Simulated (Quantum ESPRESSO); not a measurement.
Si3Ge:

```
Si Ge
1.0
     2.71500    0.00000    0.00000
    -1.35750    2.35126    0.00000
     0.00000    0.00000   10.11061
Si Ge
3 1
Direct
  0.00000 0.00000 0.50000
  0.00000 0.00000 0.74356
  0.00000 0.00000 0.25644
  0.00000 0.00000 0.00000
```

The cell was built by a generator and needn't be a form met in nature.

| Quantity | Value |
| --- | --- |
| Program | Quantum ESPRESSO 7.5 |
| Task | phonons |
| Functional | PBE |
| Potentials or basis | GBRV 1.5 PBE |
| Cutoff | 612 eV |
| Density cutoff | 4898 eV |
| k mesh | 11 × 11 × 3 |
| Occupations | cold, width 0.2 eV |
| Spin | no spin polarisation |
| Mixing beta | 0.5 |
| Most SCF iterations | 120 |
| SCF threshold | 8e-10 Ry |

The cell and the atoms were relaxed first, to 16.17 Å³/atom (a = 2.699 Å, b = 2.699 Å, c = 10.252 Å, α = 90.00°, β = 90.00°, γ = 120.00°), and the response was taken there.

**Question.** Which optical modes does the crystal have at the zone centre, and which show in infrared and Raman spectra?

**Answer.** The optical modes are 2E1u + E1g + 2A2u + A1g. Infrared active: 2E1u + 2A2u. Raman active: E1g + A1g.

Optical modes at Γ, degenerate ones joined:
```
cm⁻¹  components  symmetry  active in
  77           2       E1u         IR
 101           2       E1g      Raman
 114           2       E1u         IR
 195           1       A2u         IR
 260           1       A1g      Raman
 360           1       A2u         IR
```

Caveat: the mesh is thin for the phonons of a metal.
